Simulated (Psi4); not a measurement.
# AlF3 (SMILES [F][Al]([F])[F]): levels of theory compared

Aim: a comparison of 3 runs (HF/def2-SVP, PBE0/def2-SVP, MP2.5/cc-pVTZ) of AlF3. 

The calculation is run with Psi4 1.11.

1 further run of the same task is left out (set aside as unsound or not needed).

## 1. The molecule

AlF3: 4 atoms, total charge 0, spin state singlet. As SMILES, `[F][Al]([F])[F]`. Geometry: a GFN2-xTB relaxation, a rough one for these elements and not checked as a minimum.

Bond lengths: Al1–F2 1.631 Å, Al1–F3 1.631 Å, Al1–F4 1.631 Å. Angles: F2–Al1–F3 120.0°, F2–Al1–F4 120.0°, F3–Al1–F4 120.0°.

## 2. Energy and gradient at HF/def2-SVP (run 1)

alf3.json

```json
{
  "schema_name": "qcschema_input",
  "schema_version": 1,
  "molecule": {
    "schema_name": "qcschema_molecule",
    "schema_version": 2,
    "symbols": ["Al", "F", "F", "F"],
    "geometry": [-0.00037795, -0.00054802, -0.00238105, 3.08184095, -0.05119268, 0.02549241, -1.49579382, 2.69473056, -0.03144504, -1.58566919, -2.64298986, 0.00831479],
    "molecular_charge": 0,
    "molecular_multiplicity": 1,
    "fix_symmetry": "c1",
    "fix_com": true,
    "fix_orientation": true
  },
  "driver": "gradient",
  "model": {
    "method": "scf",
    "basis": "def2-SVP"
  },
  "keywords": {
    "reference": "rhf",
    "puream": true,
    "e_convergence": 1e-09,
    "d_convergence": 1e-08,
    "scf_type": "pk",
    "scf_properties": ["LOWDIN_CHARGES", "WIBERG_LOWDIN_INDICES", "MULLIKEN_CHARGES"]
  }
}
```

On the command line:

```
$ psi4 --qcschema alf3.json -n 1 --memory 1600MB
```

stdout:

```text
[...]
  Running in c1 symmetry.
[...]
  Nuclear repulsion =  159.395255317177174
[...]
  Multiplicity = 1
[...]
  Nalpha       = 20
  Nbeta        = 20
[...]
    Number of basis functions: 60
[...]
   @RHF iter   1:  -540.02111043675416   -1.33533e+00   9.71062e-03 DIIS/ADIIS
[...]
   @RHF iter  10:  -540.13912500664810   -1.47793e-12   3.17365e-09 DIIS
[...]
  @RHF Final Energy:  -540.13912500664810
   => Energetics <=
    Nuclear Repulsion Energy =            159.3952553171771740
    One-Electron Energy =               -1073.3337586766522236
    Two-Electron Energy =                 373.7993783528269205
    Total Energy =                       -540.1391250066481007
[...]
 Multipole Moments:
 ------------------------------------------------------------------------------------
     Multipole            Electronic (a.u.)      Nuclear  (a.u.)        Total (a.u.)
 ------------------------------------------------------------------------------------
 L = 1.  Multiply by 2.5417464519 to convert [e a0] to [Debye]
 Dipole X            :          0.0004033           -0.0015119           -0.0011086
 Dipole Y            :          0.0006237           -0.0021921           -0.0015684
 Dipole Z            :          0.0035293           -0.0096942           -0.0061649
 Magnitude           :                                                    0.0064571
[...]
  Mulliken Charges: (a.u.)
   Center  Symbol    Alpha    Beta     Spin     Total
       1    AL     5.71789  5.71789  0.00000  1.56421
       2     F     4.76074  4.76074  0.00000 -0.52148
       3     F     4.76072  4.76072  0.00000 -0.52144
       4     F     4.76065  4.76065  0.00000 -0.52129
   Total alpha = 20.00000, Total beta = 20.00000, Total charge =  0.00000
  Lowdin Charges: (a.u.)
   Center  Symbol    Alpha    Beta     Spin     Total
       1    AL     6.08054  6.08054  0.00000  0.83893
       2     F     4.63991  4.63991  0.00000 -0.27983
[...]
  -Total Gradient:
     Atom            X                  Y                   Z
    ------   -----------------  -----------------  -----------------
       1       -0.000297880952    -0.000326283676    -0.000223577192
       2        0.001735292528    -0.000003812917     0.000088464346
       3       -0.000771167121     0.001437214501     0.000057663017
       4       -0.000666244456    -0.001107117907     0.000077449829
[...]
```

The result, in JSON:

```text
{
 "driver": "gradient",
 "model": {
  "method": "scf",
  "basis": "def2-SVP"
 },
 "success": true,
 "return_result": [-0.00029788095174324686, -0.00032628367625273525, -0.0002235771916288007, 0.0017352925278299458, -3.812917394237572e-06, 8.846434590632259e-05, -0.0007711671211193261, 0.0014372145007774395, 5.766301652750322e-05, -0.0006662444557020974, -0.0011071179068824488, 7.744982919829298e-05],
 "properties": {
  "calcinfo_nbasis": 60,
  "calcinfo_nmo": 60,
  "calcinfo_nalpha": 20,
  "calcinfo_nbeta": 20,
  "calcinfo_natom": 4,
  "nuclear_repulsion_energy": 159.39525531717717,
  "return_energy": -540.1391250066481,
  "return_gradient": [-0.00029788095174324686, -0.00032628367625273525, -0.0002235771916288007, 0.0017352925278299458, -3.812917394237572e-06, 8.846434590632259e-05, -0.0007711671211193261, 0.0014372145007774395, 5.766301652750322e-05, -0.0006662444557020974, -0.0011071179068824488, 7.744982919829298e-05],
  "scf_one_electron_energy": -1073.3337586766522,
  "scf_two_electron_energy": 373.7993783528269,
  "scf_dipole_moment": [-0.0011085666559800256, -0.0015684155095765373, -0.00616488901738955],
  "scf_total_energy": -540.1391250066481,
  "scf_total_gradient": [-0.00029788095174324686, -0.00032628367625273525, -0.0002235771916288007, 0.0017352925278299458, -3.812917394237572e-06, 8.846434590632259e-05, -0.0007711671211193261, 0.0014372145007774395, 5.766301652750322e-05, -0.0006662444557020974, -0.0011071179068824488, 7.744982919829298e-05],
  "scf_iterations": 10
 }
}
```

Run time: 1.6 s. Hardware: 1 thread of Intel Xeon 6975P-C (Granite Rapids), shared host; peak memory 0.21 GiB.

## 3. Energy and gradient at PBE0/def2-SVP (run 2)

alf3.inp

```
memory 1600 mb

molecule system {
  0 1
  Al
  F 1 1.631327
  F 1 1.631174 2 119.96691
  F 1 1.63067 3 120.01677 2 179.79592
  units angstrom
  symmetry c1
  no_reorient
  no_com
}

set basis def2-SVP
set puream true
set e_convergence 1e-09
set d_convergence 1e-08
set scf_type pk
set dft_radial_points 99
set dft_spherical_points 590

e_tot, wfn = gradient('pbe0', return_wfn=True)
oeprop(wfn, 'LOWDIN_CHARGES', 'MULLIKEN_CHARGES', 'MAYER_INDICES')
print_variables()
```

On the command line:

```
$ psi4 -i alf3.inp -o alf3.out -n 1
```

alf3.out:

```text
[...]
  Running in c1 symmetry.
[...]
  Nuclear repulsion =  159.395260148231245
[...]
  Multiplicity = 1
[...]
  Nalpha       = 20
  Nbeta        = 20
[...]
    Number of basis functions: 60
[...]
   @RKS iter   1:  -541.28762343459482   -7.04165e-01   1.20044e-02 ADIIS/DIIS
[...]
   @RKS iter   9:  -541.45769295646949   -1.36424e-12   1.85156e-09 DIIS
[...]
  @RKS Final Energy:  -541.45769295646949
   => Energetics <=
    Nuclear Repulsion Energy =            159.3952601482312446
    One-Electron Energy =               -1073.3724517617295078
    Two-Electron Energy =                 410.2471775033741324
    DFT Exchange-Correlation Energy =     -37.7276788463454338
    Empirical Dispersion Energy =           0.0000000000000000
    VV10 Nonlocal Energy =                  0.0000000000000000
    Total Energy =                       -541.4576929564694865
[...]
 Multipole Moments:
 ------------------------------------------------------------------------------------
     Multipole            Electronic (a.u.)      Nuclear  (a.u.)        Total (a.u.)
 ------------------------------------------------------------------------------------
 L = 1.  Multiply by 2.5417464519 to convert [e a0] to [Debye]
 Dipole X            :          0.0047833            0.0004691            0.0052525
 Dipole Y            :         -0.0012393           -0.0001067           -0.0013460
 Dipole Z            :         -0.0009113           -0.0000771           -0.0009884
 Magnitude           :                                                    0.0055115
[...]
  -Total Gradient:
     Atom            X                  Y                   Z
    ------   -----------------  -----------------  -----------------
       1        0.000171718770    -0.000323335503    -0.000290987121
       2       -0.000063243438     0.000041891624    -0.008267455769
       3       -0.000064781947    -0.007210202019     0.004184601861
       4       -0.000038733149     0.007494308594     0.004341987324
[...]
  Mulliken Charges: (a.u.)
   Center  Symbol    Alpha    Beta     Spin     Total
       1    AL     5.90800  5.90800  0.00000  1.18400
       2     F     4.69738  4.69738  0.00000 -0.39475
       3     F     4.69735  4.69735  0.00000 -0.39471
       4     F     4.69727  4.69727  0.00000 -0.39454
   Total alpha = 20.00000, Total beta = 20.00000, Total charge = -0.00000
  Lowdin Charges: (a.u.)
   Center  Symbol    Alpha    Beta     Spin     Total
       1    AL     6.19263  6.19263  0.00000  0.61473
       2     F     4.60254  4.60254  0.00000 -0.20508
[...]
```

It took 4.8 s on 1 thread of Intel Xeon 6975P-C (Granite Rapids), shared host; peak memory 0.52 GiB.

## 4. A single-point energy at MP2.5/cc-pVTZ (density fitting, density fitting for correlation) (run 3)

run.py

```python
import psi4

psi4.set_memory(1600000000)
psi4.set_num_threads(1)
psi4.set_output_file('run.log', False)

m = psi4.geometry("""
0 1
Al    -0.000200    -0.000290    -0.001260
F      1.630840    -0.027090     0.013490
F     -0.791540     1.425990    -0.016640
F     -0.839100    -1.398610     0.004400
""")

psi4.set_options({
    'scf_type': 'df',
    'freeze_core': True,
    'mp_type': 'df',
})

e, wfn = psi4.energy('mp2.5/cc-pVTZ', return_wfn=True)
print(f'total energy {e:.8f} hartree = {e * 27.211386:.5f} eV')
for k, v in sorted(psi4.core.scalar_variables().items()):
    print(f'{k:45s} {v:18.10f}')
```

On the command line:

```
$ python run.py
```

run.log:

```text
[...]
  Running in c1 symmetry.
[...]
  Nuclear repulsion =  159.395255335653616
[...]
  Multiplicity = 1
[...]
  Nalpha       = 20
  Nbeta        = 20
[...]
    Number of basis functions: 124
[...]
   @DF-RHF iter   1:  -540.47010014008345   -1.36354e+00   5.06927e-03 DIIS/ADIIS
[...]
   @DF-RHF iter  10:  -540.59348781109986   -2.16005e-12   3.44859e-09 DIIS
[...]
    Orbital Energies [Eh]
    ---------------------
    Doubly Occupied:
       1A    -58.550976     2A    -26.285838     3A    -26.285707
       4A    -26.285681     5A     -4.963943     6A     -3.281745
       7A     -3.279925     8A     -3.279913     9A     -1.581146
      10A     -1.568531    11A     -1.568376    12A     -0.735972
      13A     -0.691724    14A     -0.691630    15A     -0.666308
      16A     -0.658228    17A     -0.658170    18A     -0.648441
      19A     -0.648301    20A     -0.633319
[...]
  @DF-RHF Final Energy:  -540.59348781109986
   => Energetics <=
    Nuclear Repulsion Energy =            159.3952553356536157
    One-Electron Energy =               -1074.0497357875310627
    Two-Electron Energy =                 374.0609926407775561
    Total Energy =                       -540.5934878110999762
[...]
 Multipole Moments:
 ------------------------------------------------------------------------------------
     Multipole            Electronic (a.u.)      Nuclear  (a.u.)        Total (a.u.)
 ------------------------------------------------------------------------------------
 L = 1.  Multiply by 2.5417464519 to convert [e a0] to [Debye]
 Dipole X            :         -0.0010429           -0.0000746           -0.0011176
 Dipole Y            :         -0.0014458           -0.0001082           -0.0015540
 Dipole Z            :         -0.0053877           -0.0004692           -0.0058569
 Magnitude           :                                                    0.0061618
[...]
	DF-MP2 Total Energy (a.u.)         :  -541.42414433738031
[...]
	DF-MP3 Total Energy (a.u.)         :  -541.41173723739303
[...]
```

On the terminal:

```text
total energy -541.41794079 hartree = -14732.73257 eV
CURRENT CORRELATION ENERGY                         -0.8244529763
CURRENT ENERGY                                   -541.4179407874
CURRENT REFERENCE ENERGY                         -540.5934878111
DD SOLVATION ENERGY                                 0.0000000000
HF KINETIC ENERGY                                 540.4050989156
HF POTENTIAL ENERGY                             -1080.9985867267
HF TOTAL ENERGY                                  -540.5934878111
HF VIRIAL RATIO                                     2.0003486068
MP2 CORRELATION ENERGY                             -0.8306565263
MP2 DOUBLES ENERGY                                 -0.8306565263
MP2 SINGLES ENERGY                                  0.0000000000
MP2 TOTAL ENERGY                                 -541.4241443374
MP2.5 CORRELATION ENERGY                           -0.8244529763
MP2.5 DOUBLES ENERGY                               -0.8244529763
MP2.5 SINGLES ENERGY                                0.0000000000
MP2.5 TOTAL ENERGY                               -541.4179407874
MP3 CORRELATION ENERGY                             -0.8182494263
MP3 DOUBLES ENERGY                                 -0.8182494263
MP3 SINGLES ENERGY                                  0.0000000000
MP3 TOTAL ENERGY                                 -541.4117372374
NUCLEAR REPULSION ENERGY                          159.3952553357
ONE-ELECTRON ENERGY                             -1074.0497357875
PCM POLARIZATION ENERGY                             0.0000000000
PE ENERGY                                           0.0000000000
SCF ITERATION ENERGY                             -540.5934878111
SCF ITERATIONS                                     10.0000000000
SCF TOTAL ENERGY                                 -540.5934878111
SCS(N)-MP2 CORRELATION ENERGY                     540.5934878111
SCS(N)-MP2 TOTAL ENERGY                             0.0000000000
SCS-MP2 CORRELATION ENERGY                        540.5934878111
SCS-MP2 TOTAL ENERGY                                0.0000000000
SOS-MP2 CORRELATION ENERGY                        540.5934878111
SOS-MP2 TOTAL ENERGY                                0.0000000000
TWO-ELECTRON ENERGY                               374.0609926408
```

It took 3.9 s on 1 thread of Intel Xeon 6975P-C (Granite Rapids), shared host; peak memory 0.37 GiB.

## 5. All runs side by side

```
run                                                             level         integration grid      task  energy (Eh)  dipole moment (D)  HOMO energy (eV)  LUMO energy (eV)  wall time
  1                                                       HF/def2-SVP                        –  gradient  -540.139125               0.02            -17.15              1.57      1.6 s
  2                                                     PBE0/def2-SVP  99 radial × 590 angular  gradient  -541.457693               0.01            -11.40             -1.28      4.8 s
  3  MP2.5/cc-pVTZ (density fitting, density fitting for correlation)                        –    energy  -541.417941                  –            -17.23              1.40      3.9 s
```

## 6. Summary of results

| quantity | value |
| --- | --- |
| run 3: total energy | -541.41794 Eh |
| run 3: HOMO energy (Hartree–Fock orbitals) | -17.23 eV |
| run 3: LUMO energy (Hartree–Fock orbitals) | 1.40 eV |
| run 3: HOMO–LUMO gap (Hartree–Fock orbitals) | 18.64 eV |
| run 3: correlation energy (8 core orbitals frozen) | -824.5 mEh |

All runs together took 10 s, the longest 4.8 s.
